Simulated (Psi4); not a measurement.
**SnNH4Cl (SMILES [NH2][SnH2][Cl]) at HSE06/def2-SVP (core potential)**

Aim: the energy change on altering one bond length of SnNH4Cl at HSE06/def2-SVP (core potential), from 2 runs. 

The calculation is run with Psi4 1.11.

2 further runs of the same task are left out: 2 set aside as unsound or not needed.

## (1) The system as given

The species is SnNH4Cl (7 atoms), meant as a singlet with charge 0. As SMILES, `[NH2][SnH2][Cl]`. Geometry: relaxed at PBE0-D4/def2-TZVP. This is one conformer, not always the lowest.

Bond lengths: N1–Sn2 2.002 Å, Sn2–Cl3 2.335 Å, N1–H4 1.009 Å, N1–H5 1.009 Å, Sn2–H6 1.700 Å, Sn2–H7 1.700 Å. Angles: N1–Sn2–Cl3 106.6°, N1–Sn2–H6 110.9°, N1–Sn2–H7 110.9°, Cl3–Sn2–H6 105.3°, Cl3–Sn2–H7 105.3°, Sn2–N1–H4 116.4°, Sn2–N1–H5 116.4°, H6–Sn2–H7 117.0°, H4–N1–H5 109.9°.

## (2) The energy at HSE06/def2-SVP (core potential)

The input, job.py:

```python
import psi4

psi4.set_memory('2200 MB')
psi4.set_num_threads(1)
psi4.core.set_output_file('run.log', False)

geom = psi4.geometry("""
0 1
N
Sn 1 2.002434
Cl 2 2.335369 1 106.55202
H 1 1.008907 2 116.4234 3 113.96277
H 1 1.008862 4 109.88019 2 -135.09742
H 2 1.700375 1 110.87595 5 131.9995
H 2 1.700417 6 116.99946 1 128.54451
symmetry c1
no_reorient
no_com
""")

options = {'basis': 'def2-SVP', 'puream': True, 'e_convergence': 1e-09, 'd_convergence': 1e-08, 'scf_type': 'pk', 'dft_radial_points': 99, 'dft_spherical_points': 590}
psi4.set_options(options)

e_tot, wfn = psi4.energy("HSE06", return_wfn=True)
psi4.oeprop(wfn, "LOWDIN_CHARGES", "WIBERG_LOWDIN_INDICES", "DIPOLE")
print('E =', round(e_tot, 9))
```

On the command line:

```console
$ python job.py
```

run.log:

```text
[...]
    !!!  WARNING: ECP capability is in beta. Please check occupations closely.  !!!
[...]
  Running in c1 symmetry.
[...]
  Nuclear repulsion =  186.923676448726980
[...]
  Multiplicity = 1
[...]
  Nalpha       = 25
  Nbeta        = 25
[...]
    Number of basis functions: 78
[...]
   @RKS iter   1:  -731.04523599903723   -1.15914e+00   9.56464e-03 ADIIS/DIIS
[...]
   @RKS iter  11:  -731.29984912463385    1.22782e-11   6.64753e-09 DIIS
[...]
    Orbital Energies [Eh]
    ---------------------
    Doubly Occupied:
       1A   -101.634740     2A    -14.366040     3A     -9.479127
       4A     -7.216300     5A     -7.209977     6A     -7.209916
       7A     -5.155377     8A     -3.490392     9A     -3.487243
      10A     -3.486705    11A     -1.060371    12A     -1.056858
      13A     -1.053951    14A     -1.050509    15A     -1.049900
      16A     -0.831490    17A     -0.783120    18A     -0.520175
      19A     -0.483063    20A     -0.377478    21A     -0.350214
      22A     -0.347585    23A     -0.292327    24A     -0.287984
      25A     -0.256568
[...]
  @RKS Final Energy:  -731.29984912463385
   => Energetics <=
    Nuclear Repulsion Energy =            186.9236764487269795
    One-Electron Energy =               -1461.3850769949935966
    Two-Electron Energy =                 585.3208233731077144
    DFT Exchange-Correlation Energy =     -42.1592719514750058
    Empirical Dispersion Energy =           0.0000000000000000
    VV10 Nonlocal Energy =                  0.0000000000000000
    Total Energy =                       -731.2998491246338517
[...]
 Multipole Moments:
 ------------------------------------------------------------------------------------
     Multipole            Electronic (a.u.)      Nuclear  (a.u.)        Total (a.u.)
 ------------------------------------------------------------------------------------
 L = 1.  Multiply by 2.5417464519 to convert [e a0] to [Debye]
 Dipole X            :          0.0006675           -0.0001816            0.0004859
 Dipole Y            :         27.7842995          -26.4181292            1.3661703
 Dipole Z            :          6.9852592           -7.4464762           -0.4612169
 Magnitude           :                                                    1.4419232
[...]
```

Standard output:

```text
E = -731.299849125
```

It took 16 s on 1 thread of AMD EPYC 9R45 (Zen 5), shared host; peak memory 1 GiB.

## (3) The distorted shape

The input, calc.in:

```
memory 2200 mb

molecule m {
  N     -0.723573    -0.171790    -0.915816
  Sn     0.811527    -0.110290     0.368484
  Cl     1.095627    -2.285190     1.170384
  H     -1.803500     0.485500    -0.566500
  H     -0.507173     0.013510    -1.883616
  H      0.422027     0.825110     1.733984
  H      2.261627     0.265110    -0.436316
  units angstrom
  symmetry c1
  no_reorient
  no_com
}

set {
  puream true
  e_convergence 1e-09
  d_convergence 1e-08
  scf_type pk
  dft_radial_points 99
  dft_spherical_points 590
}

energy("hse06/def2-SVP")
```

On the command line:

```console
$ psi4 calc.in calc.out -n 1
```

calc.out:

```text
[...]
    !!!  WARNING: ECP capability is in beta. Please check occupations closely.  !!!
[...]
  Running in c1 symmetry.
[...]
  Nuclear repulsion =  185.551511792678667
[...]
  Multiplicity = 1
[...]
  Nalpha       = 25
  Nbeta        = 25
[...]
    Number of basis functions: 78
[...]
   @RKS iter   1:  -730.97229224181956   -1.22500e+00   9.85067e-03 ADIIS/DIIS
[...]
   @RKS iter  11:  -731.25785634265708    5.79803e-12   9.09048e-09 DIIS
[...]
    Orbital Energies [Eh]
    ---------------------
    Doubly Occupied:
       1A   -101.635016     2A    -14.386300     3A     -9.479396
       4A     -7.216566     5A     -7.210265     6A     -7.210168
       7A     -5.154969     8A     -3.489925     9A     -3.486968
      10A     -3.486226    11A     -1.059926    12A     -1.056257
      13A     -1.053564    14A     -1.050230    15A     -1.049381
      16A     -0.804288    17A     -0.780674    18A     -0.517138
      19A     -0.442679    20A     -0.370251    21A     -0.348257
      22A     -0.346355    23A     -0.292383    24A     -0.287901
      25A     -0.253034
[...]
  @RKS Final Energy:  -731.25785634265708
   => Energetics <=
    Nuclear Repulsion Energy =            185.5515117926786672
    One-Electron Energy =               -1458.7473400928870433
    Two-Electron Energy =                 584.0219356451619888
    DFT Exchange-Correlation Energy =     -42.0839636876106837
    Empirical Dispersion Energy =           0.0000000000000000
    VV10 Nonlocal Energy =                  0.0000000000000000
    Total Energy =                       -731.2578563426570781
[...]
 Multipole Moments:
 ------------------------------------------------------------------------------------
     Multipole            Electronic (a.u.)      Nuclear  (a.u.)        Total (a.u.)
 ------------------------------------------------------------------------------------
 L = 1.  Multiply by 2.5417464519 to convert [e a0] to [Debye]
 Dipole X            :        -60.3148525           60.0691458           -0.2457067
 Dipole Y            :         78.6065826          -77.2669517            1.3396309
 Dipole Z            :        -39.1364011           38.6260322           -0.5103688
 Magnitude           :                                                    1.4544618
[...]
```

Run time: 17 s. Hardware: 1 thread of AMD EPYC 9R45 (Zen 5), shared host; peak memory 1 GiB.

## (4) Outcome

At HSE06/def2-SVP (core potential):

```
                                                         quantity          value
                                        first shape: total energy  -731.29985 Eh
                                       first shape: dipole moment         3.67 D
                                         first shape: HOMO energy       -6.98 eV
                                         first shape: LUMO energy       -0.49 eV
                                       first shape: HOMO–LUMO gap        6.49 eV
                                    distorted shape: total energy  -731.25786 Eh
                                   distorted shape: dipole moment         3.70 D
                                     distorted shape: HOMO energy       -6.89 eV
                                     distorted shape: LUMO energy       -0.90 eV
                                   distorted shape: HOMO–LUMO gap        5.99 eV
energy change with the N1–H4 bond stretched from 1.009 to 1.312 Å       1.143 eV
```

**Reading.** With the N1–H4 bond stretched from 1.009 to 1.312 Å the energy rises by 1.14 eV (110 kJ/mol). The first shape isn't relaxed at this level, so the change isn't measured from a minimum.
